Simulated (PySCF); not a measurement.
# C₁₃H₁₂Se: NMR shieldings, part 2 of 2

PySCF 2.14.0. Atoms count from 0. Earlier steps stand in the parts before.

### 4 NMR shieldings: B3LYP/pcSseg-1 Se:us-x2c-TZVPall-2c (B3LYP), spin–orbit

What the job is given:

```
{"job": {"kind": "hnmr", "xc": "B3LYP", "basis": {"default": "pcSseg-1", "Se": "us-x2c-TZVPall-2c"}, "rel": "so"}, "charge": 0, "multiplicity": 1}
C     -4.373458     1.067887     0.567305
C     -3.120974     0.420974     0.061050
C     -2.093882     0.099765     0.943958
C     -0.934231    -0.503332     0.500312
C     -0.775884    -0.775394    -0.852179
Se     0.803205    -1.654665    -1.514945
C      2.172867    -0.797403    -0.471226
C      2.048103     0.515139    -0.037870
C      3.075124     1.095978     0.683070
C      4.231763     0.383387     0.954606
C      4.361735    -0.918863     0.500849
C      3.334773    -1.512607    -0.209092
C     -1.793904    -0.470047    -1.743656
C     -2.956971     0.121098    -1.284526
H     -5.041197     1.318782    -0.252560
H     -4.897246     0.396463     1.247159
H     -4.135971     1.977911     1.116179
H     -2.209373     0.319801     1.996100
H     -0.149104    -0.756392     1.199511
H      1.153354     1.078786    -0.262233
H      2.973426     2.115341     1.026226
H      5.031220     0.843481     1.515791
H      5.264031    -1.477187     0.703233
H      3.427047    -2.530404    -0.563489
H     -1.671021    -0.693712    -2.794496
H     -3.744477     0.357827    -1.985956
```

Level: B3LYP/pcSseg-1 Se:us-x2c-TZVPall-2c GIAO NMR shielding, X2C with spin-orbit coupling, screened-nuclear two-electron part, Gaussian nuclei, gas phase.

Standard output:

```text
spin-free SCF
coarse grid: 104336 points
cycle   1  E = -2932.6068899270  dE =  2.337e+00  |g| = 5.742e-01  |ddm| = 5.348e+00
cycle   2  E = -2932.5843003467  dE =  2.259e-02  |g| = 6.430e-01  |ddm| = 1.436e+00
cycle   3  E = -2932.6842274066  dE = -9.993e-02  |g| = 1.118e-01  |ddm| = 7.370e-01
cycle   4  E = -2932.6871182122  dE = -2.891e-03  |g| = 6.326e-02  |ddm| = 2.240e-01
cycle   5  E = -2932.6881254742  dE = -1.007e-03  |g| = 2.014e-02  |ddm| = 7.769e-02
cycle   6  E = -2932.6882290735  dE = -1.036e-04  |g| = 7.166e-03  |ddm| = 2.417e-02
cycle   7  E = -2932.6882367916  dE = -7.718e-06  |g| = 1.461e-03  |ddm| = 6.079e-03
final grid: 223248 points
cycle   8  E = -2932.6882280755  dE =  1.588e-06  |g| = 2.827e-03  |ddm| = 5.545e-03
cycle   9  E = -2932.6882209193  dE =  7.156e-06  |g| = 5.754e-03  |ddm| = 8.918e-03
cycle  10  E = -2932.6882303165  dE = -9.397e-06  |g| = 3.376e-04  |ddm| = 6.038e-03
cycle  11  E = -2932.6882303438  dE = -2.728e-08  |g| = 5.529e-05  |ddm| = 3.229e-04
cycle  12  E = -2932.6882303446  dE = -7.694e-10  |g| = 2.563e-05  |ddm| = 1.008e-04
converged SCF energy = -2932.6882303446
two-component SCF
cycle   1  E = -2932.6338242714  dE = -2.933e+03  |FDS-SDF| = 8.057e+00
cycle   2  E = -2932.7507854527  dE = -1.170e-01  |FDS-SDF| = 6.892e-02
cycle   3  E = -2932.7508626217  dE = -7.717e-05  |FDS-SDF| = 2.375e-03
cycle   4  E = -2932.7508679452  dE = -5.323e-06  |FDS-SDF| = 1.190e-03
cycle   5  E = -2932.7508685499  dE = -6.047e-07  |FDS-SDF| = 6.710e-04
cycle   6  E = -2932.7508687761  dE = -2.262e-07  |FDS-SDF| = 1.813e-04
cycle   7  E = -2932.7508687877  dE = -1.166e-08  |FDS-SDF| = 1.089e-04
cycle   8  E = -2932.7508687917  dE = -3.987e-09  |FDS-SDF| = 2.758e-05
converged, E = -2932.7508687917

Field gradients (au) and densities at the nuclei (bohr^-3)
atom        Vxx        Vyy        Vzz        centre      nuclear mean
  0 C     -0.0210    -0.0390     0.0600        114.374        114.374
  1 C     -0.1164    -0.2173     0.3337        114.543        114.542
  2 C     -0.1106    -0.1906     0.3012        114.585        114.585
  3 C     -0.1375    -0.1811     0.3185        114.587        114.587
  4 C      0.1171     0.1815    -0.2986        114.571        114.571
  5 Se     1.3613     4.9300    -6.2913      35307.459      35283.612
  6 C      0.1014     0.2090    -0.3104        114.579        114.579
  7 C     -0.1316    -0.1719     0.3035        114.578        114.578
  8 C     -0.1338    -0.2034     0.3372        114.579        114.579
  9 C     -0.1258    -0.1898     0.3157        114.568        114.568
 10 C     -0.1337    -0.2013     0.3350        114.576        114.576
 11 C     -0.1180    -0.1724     0.2904        114.573        114.573
 12 C     -0.1276    -0.1812     0.3088        114.582        114.581
 13 C     -0.1116    -0.1898     0.3014        114.584        114.584
 14 H     -0.1517    -0.1619     0.3136          0.393          0.393
 15 H     -0.1519    -0.1576     0.3095          0.389          0.389
 16 H     -0.1519    -0.1587     0.3106          0.390          0.390
 17 H     -0.1504    -0.1726     0.3230          0.396          0.396
 18 H     -0.1485    -0.1693     0.3178          0.394          0.394
 19 H     -0.1479    -0.1698     0.3178          0.394          0.394
 20 H     -0.1528    -0.1722     0.3250          0.395          0.395
 21 H     -0.1530    -0.1740     0.3270          0.396          0.396
 22 H     -0.1529    -0.1725     0.3253          0.395          0.395
 23 H     -0.1481    -0.1721     0.3203          0.395          0.395
 24 H     -0.1492    -0.1713     0.3205          0.395          0.395
 25 H     -0.1502    -0.1735     0.3237          0.396          0.396
without picture change
  5 Se                          -6.4935                     53185.111

Core orbital energies (eV)
atom   shell        mean    spread
  5 Se 1s       -12541.072   0.000
  5 Se 2s        -1624.040   0.000
  5 Se 3s         -219.814   0.000
  5 Se 4s          -20.159   0.000
  5 Se 2p1/2     -1455.915   0.000
  5 Se 2p3/2     -1414.405   0.060
  5 Se 3p1/2      -162.030   0.000
  5 Se 3p3/2      -156.085   0.195
  5 Se 3d3/2       -56.397   0.232
  5 Se 3d5/2       -55.524   0.299

Shielding tensors (ppm)
atom      isotropic    diamagn.    paramagn.     s11        s22        s33       span
  0 C       158.11      241.79      -83.68     136.61     152.08     185.65      49.04
  1 C        38.49      263.80     -225.31     -63.14       5.87     172.74     235.88
  2 C        46.17      255.52     -209.34     -60.60      40.95     158.18     218.78
  3 C        42.17      254.64     -212.47     -65.89      32.36     160.04     225.93
  4 C        41.91      256.39     -214.48     -51.30      22.87     154.16     205.47
  5 Se     1519.79     2880.71    -1360.92    1158.95    1490.43    1910.00     751.06
  6 C        35.72      255.05     -219.33     -57.54      14.65     150.06     207.60
  7 C        45.03      253.87     -208.83     -63.79      33.52     165.36     229.14
  8 C        46.91      253.04     -206.13     -65.83      37.44     169.11     234.94
  9 C        50.62      253.05     -202.43     -58.05      37.21     172.71     230.76
 10 C        47.50      253.42     -205.92     -63.44      36.60     169.34     232.78
 11 C        46.42      249.63     -203.20     -62.16      42.89     158.54     220.70
 12 C        43.96      252.53     -208.57     -63.51      41.38     154.00     217.51
 13 C        46.84      253.12     -206.28     -57.47      46.37     151.62     209.09
 14 H        29.76       26.78        2.98      25.01      29.30      34.97       9.96
 15 H        29.10       25.04        4.06      24.80      27.53      34.96      10.16
 16 H        29.17       27.51        1.67      24.46      28.25      34.82      10.36
 17 H        24.53       35.17      -10.64      20.87      23.38      29.34       8.47
 18 H        24.08       36.16      -12.07      19.49      21.23      31.53      12.05
 19 H        24.19       36.20      -12.00      18.79      21.88      31.90      13.10
 20 H        24.51       32.35       -7.84      21.04      24.32      28.16       7.12
 21 H        24.53       27.94       -3.41      21.40      25.43      26.75       5.35
 22 H        24.42       26.91       -2.49      21.16      25.03      27.07       5.91
 23 H        24.16       32.24       -8.09      19.60      22.60      30.27      10.67
 24 H        24.16       33.18       -9.01      19.51      22.92      30.06      10.55
 25 H        24.54       32.18       -7.64      21.14      24.27      28.22       7.09
```

Wall time 15 min (1 thread of Arm Neoverse V1, shared host); peak memory 2.9 GiB.

In short:

```
                       quantity       value
energy from spin-orbit coupling  -0.0626 Eh
```

### 5 NMR shieldings: BHandHLYP/pcSseg-1 Se:us-x2c-TZVPall-2c (BHandHLYP), spin–orbit

The job, as its differences from that of step 4:

```diff
@@ -1,2 +1,2 @@
-{"job": {"kind": "hnmr", "xc": "B3LYP", "basis": {"default": "pcSseg-1", "Se": "us-x2c-TZVPall-2c"}, "rel": "so"}, "charge": 0, "multiplicity": 1}
+{"job": {"kind": "hnmr", "xc": "BHandHLYP", "basis": {"default": "pcSseg-1", "Se": "us-x2c-TZVPall-2c"}, "rel": "so"}, "charge": 0, "multiplicity": 1}
 C     -4.373458     1.067887     0.567305
```

Level: BHandHLYP/pcSseg-1 Se:us-x2c-TZVPall-2c GIAO NMR shielding, X2C with spin-orbit coupling, screened-nuclear two-electron part, Gaussian nuclei, gas phase.

Standard output:

```text
spin-free SCF
coarse grid: 104336 points
cycle   1  E = -2932.2248194437  dE =  3.087e+00  |g| = 4.231e-01  |ddm| = 5.209e+00
cycle   2  E = -2932.2666683379  dE = -4.185e-02  |g| = 2.505e-01  |ddm| = 1.050e+00
cycle   3  E = -2932.2784144962  dE = -1.175e-02  |g| = 1.131e-01  |ddm| = 2.940e-01
cycle   4  E = -2932.2813663715  dE = -2.952e-03  |g| = 4.914e-02  |ddm| = 1.821e-01
cycle   5  E = -2932.2820284010  dE = -6.620e-04  |g| = 6.785e-03  |ddm| = 5.714e-02
cycle   6  E = -2932.2820411635  dE = -1.276e-05  |g| = 2.509e-03  |ddm| = 1.026e-02
cycle   7  E = -2932.2820425650  dE = -1.402e-06  |g| = 8.305e-04  |ddm| = 3.010e-03
final grid: 223248 points
cycle   8  E = -2932.2820332053  dE = -4.779e-08  |g| = 8.356e-04  |ddm| = 2.286e-03
cycle   9  E = -2932.2820330851  dE =  1.202e-07  |g| = 1.054e-03  |ddm| = 1.751e-03
cycle  10  E = -2932.2820333742  dE = -2.891e-07  |g| = 9.403e-05  |ddm| = 1.055e-03
cycle  11  E = -2932.2820333762  dE = -2.011e-09  |g| = 2.433e-05  |ddm| = 9.363e-05
converged SCF energy = -2932.2820333762
two-component SCF
cycle   1  E = -2932.2277595011  dE = -2.932e+03  |FDS-SDF| = 8.046e+00
cycle   2  E = -2932.3440876290  dE = -1.163e-01  |FDS-SDF| = 1.668e-01
cycle   3  E = -2932.3443604503  dE = -2.728e-04  |FDS-SDF| = 7.220e-03
cycle   4  E = -2932.3443882650  dE = -2.781e-05  |FDS-SDF| = 2.526e-03
cycle   5  E = -2932.3443975026  dE = -9.238e-06  |FDS-SDF| = 1.183e-03
cycle   6  E = -2932.3443991243  dE = -1.622e-06  |FDS-SDF| = 5.196e-04
cycle   7  E = -2932.3443994643  dE = -3.400e-07  |FDS-SDF| = 1.214e-04
cycle   8  E = -2932.3443994891  dE = -2.484e-08  |FDS-SDF| = 5.590e-05
converged, E = -2932.3443994891

Field gradients (au) and densities at the nuclei (bohr^-3)
atom        Vxx        Vyy        Vzz        centre      nuclear mean
  0 C     -0.0239    -0.0379     0.0617        114.472        114.472
  1 C     -0.1352    -0.2312     0.3664        114.640        114.640
  2 C     -0.1217    -0.2038     0.3256        114.678        114.678
  3 C     -0.1518    -0.1976     0.3494        114.682        114.682
  4 C      0.1124     0.2003    -0.3127        114.651        114.651
  5 Se     1.3349     5.1890    -6.5240      35287.060      35263.279
  6 C      0.0930     0.2338    -0.3268        114.661        114.661
  7 C     -0.1450    -0.1868     0.3318        114.673        114.673
  8 C     -0.1468    -0.2174     0.3642        114.674        114.674
  9 C     -0.1389    -0.2039     0.3429        114.664        114.664
 10 C     -0.1467    -0.2151     0.3618        114.672        114.672
 11 C     -0.1307    -0.1878     0.3186        114.668        114.668
 12 C     -0.1420    -0.1986     0.3406        114.677        114.677
 13 C     -0.1227    -0.2023     0.3250        114.677        114.677
 14 H     -0.1504    -0.1622     0.3126          0.392          0.392
 15 H     -0.1506    -0.1574     0.3080          0.389          0.389
 16 H     -0.1506    -0.1585     0.3091          0.390          0.390
 17 H     -0.1492    -0.1731     0.3222          0.394          0.394
 18 H     -0.1473    -0.1693     0.3165          0.392          0.392
 19 H     -0.1466    -0.1699     0.3165          0.392          0.392
 20 H     -0.1516    -0.1724     0.3240          0.394          0.394
 21 H     -0.1517    -0.1742     0.3259          0.394          0.394
 22 H     -0.1516    -0.1727     0.3243          0.393          0.393
 23 H     -0.1468    -0.1724     0.3191          0.393          0.393
 24 H     -0.1480    -0.1714     0.3194          0.393          0.393
 25 H     -0.1489    -0.1739     0.3228          0.395          0.395
without picture change
  5 Se                          -6.7350                     53146.810

Core orbital energies (eV)
atom   shell        mean    spread
  5 Se 1s       -12615.701   0.000
  5 Se 2s        -1651.164   0.000
  5 Se 3s         -231.335   0.000
  5 Se 4s          -22.423   0.000
  5 Se 2p1/2     -1478.279   0.000
  5 Se 2p3/2     -1436.421   0.048
  5 Se 3p1/2      -171.382   0.000
  5 Se 3p3/2      -165.299   0.170
  5 Se 3d3/2       -61.832   0.236
  5 Se 3d5/2       -60.928   0.305

Shielding tensors (ppm)
atom      isotropic    diamagn.    paramagn.     s11        s22        s33       span
  0 C       163.77      240.11      -76.34     143.22     158.49     189.61      46.38
  1 C        41.14      264.42     -223.28     -65.21       9.43     179.21     244.42
  2 C        49.32      256.04     -206.72     -61.60      44.09     165.48     227.09
  3 C        44.20      254.17     -209.96     -68.30      34.11     166.80     235.09
  4 C        47.86      256.42     -208.56     -53.12      30.58     166.13     219.26
  5 Se     1643.17     2881.48    -1238.31    1266.14    1603.93    2059.43     793.29
  6 C        41.47      255.20     -213.73     -60.21      22.51     162.12     222.33
  7 C        47.38      252.88     -205.50     -65.44      35.58     172.01     237.45
  8 C        49.78      253.64     -203.86     -67.00      40.08     176.25     243.25
  9 C        53.06      254.33     -201.28     -59.44      39.71     178.90     238.35
 10 C        50.30      254.95     -204.65     -64.77      39.27     176.40     241.17
 11 C        48.81      250.59     -201.78     -64.25      45.38     165.30     229.55
 12 C        46.07      253.10     -207.02     -66.08      43.51     160.78     226.86
 13 C        50.15      254.46     -204.31     -58.37      49.55     159.25     217.62
 14 H        29.76       26.73        3.03      24.64      29.23      35.40      10.75
 15 H        29.13       24.85        4.29      24.61      27.47      35.32      10.70
 16 H        29.21       26.92        2.29      24.23      28.21      35.18      10.95
 17 H        24.46       35.03      -10.56      20.45      23.60      29.34       8.89
 18 H        24.06       35.72      -11.66      19.21      21.31      31.66      12.46
 19 H        24.18       35.54      -11.36      18.50      21.98      32.07      13.57
 20 H        24.45       32.20       -7.75      20.66      24.54      28.15       7.50
 21 H        24.45       27.95       -3.49      21.00      25.70      26.66       5.66
 22 H        24.35       27.00       -2.65      20.78      25.25      27.03       6.26
 23 H        24.09       32.23       -8.14      19.19      22.77      30.31      11.12
 24 H        24.10       33.14       -9.04      19.13      23.06      30.09      10.96
 25 H        24.48       32.34       -7.85      20.73      24.54      28.18       7.45
```

It took 17 min on 1 thread of Arm Neoverse V1, shared host; peak memory 2.9 GiB.

From this job:

```
                       quantity       value
energy from spin-orbit coupling  -0.0624 Eh
```

### 6 Shieldings side by side

```
                                                                    run     Se5    C1    C6    C3    C7    C4    C9     time
            step 2, PBE/pcSseg-1 Se:us-x2c-TZVPall-2c (PBE), spin–orbit  1495.9  42.9  38.8  46.6  49.2  44.9  54.4  5.1 min
            step 3, KT2/pcSseg-1 Se:us-x2c-TZVPall-2c (KT2), spin–orbit  1568.3  54.1  51.1  57.5  60.0  56.9  65.3  3.8 min
        step 4, B3LYP/pcSseg-1 Se:us-x2c-TZVPall-2c (B3LYP), spin–orbit  1519.8  38.5  35.7  42.2  45.0  41.9  50.6   15 min
step 5, BHandHLYP/pcSseg-1 Se:us-x2c-TZVPall-2c (BHandHLYP), spin–orbit  1643.2  41.1  41.5  44.2  47.4  47.9  53.1   17 min
```

### 7 Results

What follows sums up all 2 parts.

| quantity | value |
| --- | --- |
| energy from spin-orbit coupling (step 2, PBE/pcSseg-1 Se:us-x2c-TZVPall-2c (PBE), spin–orbit) | -0.0627 Eh |
| shieldings (step 2, PBE/pcSseg-1 Se:us-x2c-TZVPall-2c (PBE), spin–orbit) | C0 158.4, C1 42.9, C2 49.3, C3 46.6, C4 44.9, Se5 1495.9, C6 38.8, C7 49.2, C8 50.2, C9 54.4, C10 50.9, C11 50.3, C12 48.0, C13 49.9 ppm |
| energy from spin-orbit coupling (step 3, KT2/pcSseg-1 Se:us-x2c-TZVPall-2c (KT2), spin–orbit) | -0.0627 Eh |
| shieldings (step 3, KT2/pcSseg-1 Se:us-x2c-TZVPall-2c (KT2), spin–orbit) | C0 162.1, C1 54.1, C2 60.4, C3 57.5, C4 56.9, Se5 1568.3, C6 51.1, C7 60.0, C8 61.2, C9 65.3, C10 62.0, C11 60.9, C12 58.6, C13 61.0 ppm |
| energy from spin-orbit coupling (step 4, B3LYP/pcSseg-1 Se:us-x2c-TZVPall-2c (B3LYP), spin–orbit) | -0.0626 Eh |
| shieldings (step 4, B3LYP/pcSseg-1 Se:us-x2c-TZVPall-2c (B3LYP), spin–orbit) | C0 158.1, C1 38.5, C2 46.2, C3 42.2, C4 41.9, Se5 1519.8, C6 35.7, C7 45.0, C8 46.9, C9 50.6, C10 47.5, C11 46.4, C12 44.0, C13 46.8 ppm |
| energy from spin-orbit coupling (step 5, BHandHLYP/pcSseg-1 Se:us-x2c-TZVPall-2c (BHandHLYP), spin–orbit) | -0.0624 Eh |
| shieldings (step 5, BHandHLYP/pcSseg-1 Se:us-x2c-TZVPall-2c (BHandHLYP), spin–orbit) | C0 163.8, C1 41.1, C2 49.3, C3 44.2, C4 47.9, Se5 1643.2, C6 41.5, C7 47.4, C8 49.8, C9 53.1, C10 50.3, C11 48.8, C12 46.1, C13 50.1 ppm |

In words: In step 2, Se5 has the widest tensor, 687 ppm. Se5 moves most between the runs, by 147 ppm; the labels say what changes from run to run.
